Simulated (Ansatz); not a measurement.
# Si2H6NCl: small, medium and large basis sets

Aim: see how fast density functionals converge with the basis set for Si2H6NCl.

Method: one geometry, several basis sets; program: Ansatz 0.2.0, Gaussian basis.

Plan: PBE0-D4/def2-SVP; ωB97M-V/def2-SVP; PBE0-D4/def2-QZVPP; ωB97M-V/def2-QZVPP; the functionals' def2-TZVPP values are taken from earlier runs.

**1. The relaxed structure**

An earlier PBE0-D4/def2-TZVP relaxation fixed the geometry.

SMILES `N[SiH2][SiH2]Cl`, 10 atoms, charge 0, spin multiplicity 1.

Atoms are counted from 1 here; the program's logs count them from 0.

Bond lengths: N1–Si2 1.719 Å, N1–H5 1.008 Å, N1–H6 1.007 Å, Si2–Si3 2.342 Å, Si2–H7 1.488 Å, Si2–H8 1.495 Å, Si3–Cl4 2.076 Å, Si3–H9 1.485 Å, Si3–H10 1.485 Å. Angles: Si2–N1–H5 118.9°, Si2–N1–H6 120.6°, H5–N1–H6 111.2°, N1–Si2–Si3 105.7°, N1–Si2–H7 108.8°, N1–Si2–H8 116.4°, Si3–Si2–H7 110.9°, Si3–Si2–H8 108.2°, H7–Si2–H8 106.9°, Si2–Si3–Cl4 106.4°, Si2–Si3–H9 113.3°, Si2–Si3–H10 113.6°, Cl4–Si3–H9 107.0°, Cl4–Si3–H10 107.3°, H9–Si3–H10 108.9°.

**2. PBE0-D4 in def2-SVP**

The input, in.yaml:

```yaml
crystal:
  periodic: [false, false, false]
  atoms:
    - {symbol: N, position_ang: [-1.495793, 0.818167, -0.284518]}
    - {symbol: Si, position_ang: [0.132335, 0.560347, -0.770305]}
    - {symbol: Si, position_ang: [1.071266, -0.819573, 0.871908]}
    - {symbol: Cl, position_ang: [-0.311523, -2.325320, 1.231217]}
    - {symbol: H, position_ang: [-2.043688, 0.029913, 0.023216]}
    - {symbol: H, position_ang: [-2.070060, 1.499202, -0.754657]}
    - {symbol: H, position_ang: [0.829836, 1.873964, -0.823536]}
    - {symbol: H, position_ang: [0.333814, -0.092683, -2.100521]}
    - {symbol: H, position_ang: [1.300767, -0.123056, 2.162969]}
    - {symbol: H, position_ang: [2.336245, -1.472260, 0.447128]}
basis:
  gaussian: {orbitals: def2-SVP}
hamiltonian: {xc: pbe0, dispersion: d4}
output: {orbitals: {seedname: orbitals}}
```

The run is started by

```sh
> ansatz run in.yaml --threads 2 --pin off --events-out ev --progress --plain --max-ram 4352MiB
```

Further steps of the session: ωB97M-V in def2-SVP; PBE0-D4 in def2-QZVPP; ωB97M-V in def2-QZVPP.

**Question.** What will the summary of the whole plan be? Wanted: PBE0-D4: double and triple zeta above quadruple; ωB97M-V: double and triple zeta above quadruple.

**Answer**, as computed:

```
                                       quantity           value
PBE0-D4: double and triple zeta above quadruple  12.91, 1.01 eV
ωB97M-V: double and triple zeta above quadruple  12.93, 0.95 eV
```

In words: For PBE0-D4 the step from double to triple zeta gains 11.90 eV and the next only 1.01 eV. These are total energies; as a rule much of such shifts cancels in differences, which this series doesn't test. The LUMO of ωB97M-V is positive and keeps falling with the basis (1.58 to 0.81 eV): an unbound level that the basis holds in place.
